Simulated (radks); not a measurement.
# Numerical settings for Mo

How sensitive is the result for neutral molybdenum to mesh, mixing and thresholds? A default run comes first. The defaults are a mesh step of 0.008 in ln r, a mesh end at 40 bohr or more, Anderson mixing 0.5 over 9 steps and a tight residual threshold, with the energy settled to 1e-9 hartree as well; every run has a cap on iterations.

The numbers are computed with radks (a radial shooting solver on a logarithmic mesh, Libxc functionals) version 1 (Dirac Kohn-Sham, PBEsol, spin-unpolarised, spherical densities, finite nucleus; open shells are shared between the two j in proportion to 2j + 1), except any that are marked as measured or tabulated.

## 1. The system

```
element            : molybdenum (Z = 42)
charge             : 0
electrons          : 42
configuration      : [Kr] 4d5 5s1
nuclear rms radius : 4.4091 fm
```

The outer shells:

Mo
```
[Kr] core
4d [↑ ][↑ ][↑ ][↑ ][↑ ]
5s [↑ ]
```

## 2. Default settings

Settings of this run:

```text
Z 42
configuration [Kr] 4d5 5s1
relativity Dirac
functional pbe_sol,pbe_sol
spin unpolarised
j_filling average
nucleus finite rms 4.4091 fm
c 137.035999084
max_iterations 64
```

The run is started by

```bash
$ python run_ks.py task.json out
```

This one command runs every case of the session in turn.

## 3. Mesh step in ln r 0.005

Input: that of step 2 with these lines changed.

```diff
@@ -8,2 +8,3 @@
 c 137.035999084
+mesh_step 0.005
 max_iterations 64
```

## 4. Mesh step in ln r 0.2

Input: that of step 3 with these lines changed.

```diff
@@ -8,3 +8,3 @@
 c 137.035999084
-mesh_step 0.005
+mesh_step 0.2
 max_iterations 64
```

## 5. Mesh step in ln r 0.012

Input: that of step 4 with these lines changed.

```diff
@@ -8,3 +8,3 @@
 c 137.035999084
-mesh_step 0.2
+mesh_step 0.012
 max_iterations 64
```

## 6. Mesh end (bohr) 8

Input: that of step 5 with these lines changed.

```diff
@@ -8,3 +8,3 @@
 c 137.035999084
-mesh_step 0.012
+mesh_end 8
 max_iterations 64
```

## 7. Mesh end (bohr) 400

Input: that of step 6 with these lines changed.

```diff
@@ -8,3 +8,3 @@
 c 137.035999084
-mesh_end 8
+mesh_end 400
 max_iterations 64
```

## 8. Residual threshold 1e-13

Input: that of step 7 with these lines changed.

```diff
@@ -8,3 +8,3 @@
 c 137.035999084
-mesh_end 400
+threshold 1e-13
 max_iterations 64
```

## 9. Residual threshold 0.001

Input: that of step 8 with these lines changed.

```diff
@@ -8,3 +8,3 @@
 c 137.035999084
-threshold 1e-13
+threshold 0.001
 max_iterations 64
```

## 10. Mixing 1.5

Input: that of step 9 with these lines changed.

```diff
@@ -8,3 +8,3 @@
 c 137.035999084
-threshold 0.001
+mixing 1.5
 max_iterations 64
```

## 11. Mixing history 1, mixing 1

Input: that of step 10 with these lines changed.

```diff
@@ -8,3 +8,4 @@
 c 137.035999084
-mixing 1.5
+history 1
+mixing 1
 max_iterations 64
```

## 12. Mixing history 1, mixing 0.5

Input: that of step 11 with these lines changed.

```diff
@@ -9,3 +9,3 @@
 history 1
-mixing 1
+mixing 0.5
 max_iterations 64
```

## 13. Mixing history 2

Input: that of step 12 with these lines changed.

```diff
@@ -8,4 +8,3 @@
 c 137.035999084
-history 1
-mixing 0.5
+history 2
 max_iterations 64
```

## 14. Iteration cap 5

Input: that of step 13 with these lines changed.

```diff
@@ -8,3 +8,2 @@
 c 137.035999084
-history 2
-max_iterations 64
+max_iterations 5
```

**Question.** What will these runs give? Wanted: for each run, setting; iterations; converged; change of E.

**Answer**, as computed:

| setting | mesh points | iterations | converged | change of E (mhartree) | time |
| --- | --- | --- | --- | --- | --- |
| Default settings | 2437 | 14 | yes | 0 | 0.13 s |
| mesh step in ln r 0.005 | 3899 | 14 | yes | 0 | 0.19 s |
| mesh step in ln r 0.2 | 98 | 4 | no | - | 0.01 s |
| mesh step in ln r 0.012 | 1625 | 14 | yes | 0 | 0.09 s |
| mesh end (bohr) 8 | 1987 | 14 | yes | +5.955 | 0.12 s |
| mesh end (bohr) 400 | 2476 | 14 | yes | 0 | 0.13 s |
| residual threshold 1e-13 | 2437 | 22 | yes | 0 | 0.18 s |
| residual threshold 0.001 | 2437 | 9 | yes | 0 | 0.11 s |
| mixing 1.5 | 2437 | 14 | yes | 0 | 0.14 s |
| mixing history 1, mixing 1 | 2437 | 64 | no | - | 1.8 s |
| mixing history 1, mixing 0.5 | 2437 | 30 | yes | 0 | 0.2 s |
| mixing history 2 | 2437 | 23 | yes | 0 | 0.17 s |
| iteration cap 5 | 2437 | 5 | no | - | 0.06 s |

**Reading.** A zero stands for a change under the printed digits. Converged yet off by more than 1 mhartree: mesh end (bohr) 8. Convergence of the cycle says nothing about the mesh. Not converged or rejected: mesh step in ln r 0.2; mixing history 1, mixing 1; iteration cap 5. A mesh that ends early acts as a hard wall.
